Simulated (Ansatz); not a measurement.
# CrO2: the cost of one run

Program: Ansatz 0.2.0 through its Python package. Level of theory: DFT LDA, plane waves, PAW. These are calculated values, not measurements.

## 1. The structure

Symmetry: Pnnm, No. 58, orthorhombic system. Conventional cell: a = 4.448 Å, b = 4.529 Å, c = 2.986 Å, α = 90.00°, β = 90.00°, γ = 90.00°. Around Cr (site symmetry 2/m) lie 6 O at 1.92 to 1.95 Å. O (site symmetry m) has 3 Cr at 1.92 to 1.95 Å as nearest neighbours.

The script holds or builds the structure itself.

## 2. Script

File cro2.py:

```python
"""Geometry optimisation of CrO2 from a disturbed start."""

import warnings

import ansatz as az
from ase import Atoms
from ase.neighborlist import neighbor_list
import matplotlib.pyplot as plt
import numpy as np

warnings.simplefilter("ignore", az.DeckWarning)

vectors = np.array([
    [4.448051, 0.0, 0.0],
    [0.0, 4.529235, 0.0],
    [0.0, 0.0, 2.985964],
])
cell = (
    az.Lattice.of(vectors)
    .atom("Cr", (0.5, 0.5, 0.5))
    .atom("Cr", (0.0, 0.0, 0.0))
    .atom("O", (0.792969, 0.189817, 0.5))
    .atom("O", (0.207031, 0.810183, 0.5))
    .atom("O", (0.707031, 0.689817, 0.0))
    .atom("O", (0.292969, 0.310183, 0.0))
    .moments(Cr=3)
)
# a displaced start

setup = (
    cell.move(2, to=(0.792969, 0.189817, 0.516745)).calculation()
    .kpoints(mesh=(4, 4, 6))
    .occupations("fermi_dirac", width=0.05)
    .functional("lda")
    .spin("collinear")
    .pseudopotentials("paw")
    .relax()
)
steps = []


def follow(event):
    if event["event"] != "relax_step":
        return
    row = event["data"]
    steps.append(row)
    print(f"step {row['step']:3d}  E = {row['lagrangian_ev']:.5f} eV  largest force component = {row['allowed_force_max_ev_ang']:.4f} eV/A")


result = setup.session().plan(threads=1).execute(on_event=follow)
data = result.report

first, last = steps[0], steps[-1]
symbols = [site.symbol for site in result.lattice.sites]
print(f"energy gained {first['lagrangian_ev'] - last['lagrangian_ev']:.4f} eV in {len(steps) - 1} steps")

final = Atoms(symbols, positions=last["positions_ang"], cell=result.lattice.cell_ang, pbc=True)
i, j, d = neighbor_list("ijd", final, 4.5)
print("neighbours within 1.2 times the shortest distance of each atom (A)")
for atom in range(len(final)):
    near = [m for m in np.argsort(d) if i[m] == atom]
    shell = [m for m in near if d[m] < 1.2 * d[near[0]]]
    print(f"{symbols[atom]}{atom} ({len(shell)}):", ", ".join(f"{symbols[j[m]]} {d[m]:.3f}" for m in shell))

fig, (top, bottom) = plt.subplots(2, 1, sharex=True, figsize=(4.5, 4))
top.plot([s["lagrangian_ev"] - last["lagrangian_ev"] for s in steps], "o-")
top.set_ylabel("E - E(final) (eV)")
bottom.semilogy([max(s["allowed_force_max_ev_ang"], 1e-6) for s in steps], "s-")
bottom.set(xlabel="step", ylabel="largest force (eV/A)")
fig.tight_layout()
fig.savefig("relax.png", dpi=100)

print("atom   start x y z (A)              end x y z (A)")
for symbol, a, b in zip(symbols, first["positions_ang"], last["positions_ang"]):
    print(f"{symbol:3s}", " ".join(f"{v:8.4f}" for v in a), "  ", " ".join(f"{v:8.4f}" for v in b))

energy = data["free_energy_ev"]
print("F of the CrO2 cell: {:.6f} eV = {:.6f} Ry = {:.6f} Ha".format(energy, energy / 13.605693, energy / 27.211386))
print("Fermi level {:.4f} eV, {} k-points, {} symmetry operations".format(data["fermi_energy_ev"], data["n_kpoints"], data["n_symmetry_ops"]))
```

## 3. The run

Started as:

```console
$ python cro2.py
```

Q: Estimate wall time and peak memory on 1 thread of Arm Neoverse V1, shared host.

About 97 s, with a peak of 0.61 GiB.
